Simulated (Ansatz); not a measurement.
This session for an atomisation energy of CH₇AlOSi, SMILES [CH3][Al]([OH])[SiH3] with Ansatz 0.2.0, Python API holds a mistake.

Contents of `ch7alosi.xyz`:
```text
11

C     0.14940    1.80300    0.49820
Al    0.20830   -0.14190    0.51450
O     1.06230   -0.98800    1.86560
Si   -0.71150   -1.38710   -1.21550
H     1.12650    2.26690    0.43460
H    -0.41820    2.21790    1.39920
H    -0.43890    2.17430   -0.40670
H     2.06760   -1.04720    1.55270
H    -2.22560   -1.10530   -1.20270
H    -0.18180   -1.01980   -2.47610
H    -0.57280   -2.82970   -0.94320
```

Notebook, run cell by cell (the value of a cell's last expression is shown):

In [1]:
```python
from collections import Counter

import ansatz as az
```

In [2]:
```python
params = {
    "functional": "r2scan0",
}
```

In [3]:
```python
def energy_of(molecule, charge=0, unpaired=0):
    calc = molecule.calculation().functional(params["functional"])
    if charge:
        calc = calc.charge(charge)
    if unpaired:
        calc = calc.spin("collinear", total=unpaired)
    report = calc.run(threads=1).report
    if report["published_state_doubts"]:
        print("  doubts:", report["published_state_doubts"])
    return report["free_energy_ev"]
```

In [4]:
```python
ch7alosi = az.Crystal.molecule_from_extxyz("ch7alosi.xyz")
```

In [5]:
```python
# Hund ground states
unpaired = {"C": 2, "Al": 1, "O": 2, "Si": 2, "H": 1}
counts = Counter(site.symbol for site in ch7alosi.cartesian_sites)
atom_energy = {s: energy_of(az.Crystal.molecule().atom(s, (0, 0, 0)), 0, unpaired[s]) for s in counts}
whole = energy_of(ch7alosi, 0, 0)
for s, e in atom_energy.items():
    print(f"{s:2s} x{counts[s]}  {e:14.5f} eV")
print(f"CH7AlOSi: {whole:.5f} eV")
split = sum(counts[s] * e for s, e in atom_energy.items()) - whole
print(f"atomisation energy (no zero-point term): {96.485332 * split:.1f} kJ/mol, {split / sum(counts.values()):.3f} eV an atom")
```
```text
Traceback (most recent call last):
  File "<cell 5>", line 4, in <module>
    atom_energy = {s: energy_of(az.Crystal.molecule().atom(s, (0, 0, 0)), 0, unpaired[s]) for s in counts}
                      ~~~~~~~~~^^^^^^^^^^^^^^^^^^^^^^^^^^^^^^^^^^^^^^^^^^^^^^^^^^^^^^^^^^
  File "<cell 3>", line 7, in energy_of
    report = calc.run(threads=1).report
             ~~~~~~~~^^^^^^^^^^^
  ...
ansatz.RefusalError: crystal.periodic: [false, false, false] — plane waves serve no molecule in free space; run it in a periodic box (the manual's SCF settings, § Molecules in a box). Leave crystal.periodic out and type crystal.lattice, kpoints, scf.occupations.method, an open shell's moments and, for an ion, output.charged_corrections. Or set basis.gaussian
```

Find the fault and give the corrected session.

The fault: no basis is stated. Mended:

```diff
--- before
+++ after
@@
 params = {
+    "basis": "def2-TZVPP",
     "functional": "r2scan0",
@@
 def energy_of(molecule, charge=0, unpaired=0):
-    calc = molecule.calculation().functional(params["functional"])
+    calc = molecule.calculation().basis(gaussian=params["basis"]).functional(params["functional"])
     if charge:
```

Notebook, run cell by cell (the value of a cell's last expression is shown):

(earlier cells as before)

```python
params = {
    "basis": "def2-TZVPP",
    "functional": "r2scan0",
}
```

```python
def energy_of(molecule, charge=0, unpaired=0):
    calc = molecule.calculation().basis(gaussian=params["basis"]).functional(params["functional"])
    if charge:
        calc = calc.charge(charge)
    if unpaired:
        calc = calc.spin("collinear", total=unpaired)
    report = calc.run(threads=1).report
    if report["published_state_doubts"]:
        print("  doubts:", report["published_state_doubts"])
    return report["free_energy_ev"]
```

```python
ch7alosi = az.Crystal.molecule_from_extxyz("ch7alosi.xyz")
```

```python
# Hund ground states
unpaired = {"C": 2, "Al": 1, "O": 2, "Si": 2, "H": 1}
counts = Counter(site.symbol for site in ch7alosi.cartesian_sites)
atom_energy = {s: energy_of(az.Crystal.molecule().atom(s, (0, 0, 0)), 0, unpaired[s]) for s in counts}
whole = energy_of(ch7alosi, 0, 0)
for s, e in atom_energy.items():
    print(f"{s:2s} x{counts[s]}  {e:14.5f} eV")
print(f"CH7AlOSi: {whole:.5f} eV")
split = sum(counts[s] * e for s, e in atom_energy.items()) - whole
print(f"atomisation energy (no zero-point term): {96.485332 * split:.1f} kJ/mol, {split / sum(counts.values()):.3f} eV an atom")
```

    C  x1     -1029.51733 eV
    Al x1     -6594.08424 eV
    O  x1     -2042.38751 eV
    Si x1     -7873.33579 eV
    H  x7       -13.60215 eV
    CH7AlOSi: -17671.51693 eV
    atomisation energy (no zero-point term): 3567.7 kJ/mol, 3.362 eV an atom

What to keep in mind:
- Total energies depend on the basis set; only differences at equal settings carry meaning.
- The geometry is a force-field or estimated start, not a minimum of this method, and the basis set is short of its limit. All parts are taken at fixed geometry, without zero-point energy.
- The whole script took 17 s on 1 thread of Arm Neoverse V1, on a shared host, peak memory 0.52 GiB.
